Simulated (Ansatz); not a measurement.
# C₆H₁₆AlN: basis-set convergence

How large a basis does C₆H₁₆AlN need? Two functionals are run in growing sets.

Method: one geometry, several basis sets; program: Ansatz 0.2.0, Gaussian basis.

Levels to be run: PBE0-D4/def2-SVP; ωB97M-V/def2-SVP; PBE0-D4/def2-QZVPP; ωB97M-V/def2-QZVPP; the functionals' def2-TZVPP values are taken from earlier runs.

### Step 1. The geometry

All runs share one geometry, relaxed beforehand with PBE0-D4 in a triple-zeta def2 set.

SMILES `C[CH](C)[Al]([NH2])[CH](C)C`, 24 atoms, charge 0, spin multiplicity 1.

Atoms are counted from 1 here; the program's logs count them from 0.

Bond lengths: C1–C2 1.527 Å, C1–H9 1.098 Å, C1–H10 1.094 Å, C1–H11 1.095 Å, C2–C3 1.532 Å, C2–Al4 1.975 Å, C2–H12 1.100 Å, C3–H13 1.094 Å, C3–H14 1.096 Å, C3–H15 1.097 Å, Al4–N5 1.775 Å, Al4–C6 1.974 Å, N5–H16 1.007 Å, N5–H17 1.007 Å, C6–C7 1.532 Å, C6–C8 1.527 Å, C6–H18 1.099 Å, C7–H19 1.098 Å and more. Angles: C2–C1–H9 111.5°, C2–C1–H10 112.4°, C2–C1–H11 111.4°, H9–C1–H10 107.4°, H9–C1–H11 106.7°, H10–C1–H11 107.2°, C1–C2–C3 110.6°, C1–C2–Al4 113.0°, C1–C2–H12 108.0°, C3–C2–Al4 111.3°, C3–C2–H12 107.2°, Al4–C2–H12 106.4°, C2–C3–H13 112.5°, C2–C3–H14 111.5°, C2–C3–H15 111.3°, H13–C3–H14 107.3°, H13–C3–H15 107.2°, H14–C3–H15 106.6° and more.

As a file:

```xyz
24
C6H16AlN
C     2.0842    1.2662   -1.5165
C     1.4716    0.3227   -0.4843
C     2.2081    0.4371    0.8538
Al   -0.4726    0.5842   -0.2579
N    -1.1929    2.0669   -0.9174
C    -1.6669   -0.7224    0.6167
C    -2.2033   -1.7139   -0.4205
C    -1.0091   -1.4700    1.7747
H     3.1604    1.0875   -1.6367
H     1.6238    1.1611   -2.5030
H     1.9714    2.3135   -1.2161
H     1.6071   -0.7080   -0.8440
H     1.8345   -0.2706    1.5992
H     2.1120    1.4413    1.2810
H     3.2826    0.2477    0.7356
H    -0.6918    2.7710   -1.4347
H    -2.1629    2.3259   -0.8377
H    -2.5235   -0.1609    1.0142
H    -2.8909   -2.4375    0.0361
H    -1.3954   -2.2969   -0.8773
H    -2.7453   -1.2182   -1.2316
H    -0.1256   -2.0262    1.4434
H    -0.6860   -0.7989    2.5760
H    -1.6946   -2.2022    2.2203
```

### Step 2. PBE0-D4 in def2-SVP

The input, in.yaml:

```yaml
crystal:
  periodic: [false, false, false]
  atoms:
    - {symbol: C, position_ang: [2.084217, 1.266211, -1.516537]}
    - {symbol: C, position_ang: [1.471574, 0.322655, -0.484256]}
    - {symbol: C, position_ang: [2.208057, 0.437061, 0.853764]}
    - {symbol: Al, position_ang: [-0.472577, 0.584245, -0.257866]}
    - {symbol: N, position_ang: [-1.192948, 2.066871, -0.917422]}
    - {symbol: C, position_ang: [-1.666871, -0.722425, 0.616678]}
    - {symbol: C, position_ang: [-2.203336, -1.713852, -0.420482]}
    - {symbol: C, position_ang: [-1.009065, -1.469958, 1.774696]}
    - {symbol: H, position_ang: [3.160408, 1.087540, -1.636747]}
    - {symbol: H, position_ang: [1.623825, 1.161140, -2.503025]}
    - {symbol: H, position_ang: [1.971361, 2.313538, -1.216072]}
    - {symbol: H, position_ang: [1.607118, -0.707980, -0.843954]}
    - {symbol: H, position_ang: [1.834511, -0.270634, 1.599205]}
    - {symbol: H, position_ang: [2.112042, 1.441343, 1.280974]}
    - {symbol: H, position_ang: [3.282580, 0.247661, 0.735552]}
    - {symbol: H, position_ang: [-0.691824, 2.771047, -1.434707]}
    - {symbol: H, position_ang: [-2.162941, 2.325938, -0.837683]}
    - {symbol: H, position_ang: [-2.523494, -0.160880, 1.014193]}
    - {symbol: H, position_ang: [-2.890858, -2.437508, 0.036146]}
    - {symbol: H, position_ang: [-1.395392, -2.296899, -0.877281]}
    - {symbol: H, position_ang: [-2.745279, -1.218217, -1.231577]}
    - {symbol: H, position_ang: [-0.125551, -2.026166, 1.443381]}
    - {symbol: H, position_ang: [-0.685965, -0.798903, 2.575984]}
    - {symbol: H, position_ang: [-1.694589, -2.202228, 2.220337]}
basis:
  gaussian: {orbitals: def2-SVP}
hamiltonian: {xc: pbe0, dispersion: d4}
output: {orbitals: {seedname: orbitals}}
```

Run with:

```console
$ ansatz run in.yaml --threads 4 --pin off --events-out ev --progress --plain --max-ram 66560MiB --backend cpu
```

The runs that follow: ωB97M-V in def2-SVP; PBE0-D4 in def2-QZVPP; ωB97M-V in def2-QZVPP.

**Question.** What will the summary of the whole plan be? Wanted: PBE0-D4: double and triple zeta above quadruple; ωB97M-V: double and triple zeta above quadruple.

The runs gave:

| quantity | value |
| --- | --- |
| PBE0-D4: double and triple zeta above quadruple | 11.80, 0.68 eV |
| ωB97M-V: double and triple zeta above quadruple | 12.30, 0.66 eV |

What this shows: PBE0-D4 gains 11.12 eV from double to triple zeta, then 0.68 eV more. Total energies overstate the basis error of differences, where much of it tends to cancel. The LUMO of ωB97M-V is positive and keeps falling with the basis (2.01 to 1.04 eV): an unbound level that the basis holds in place.
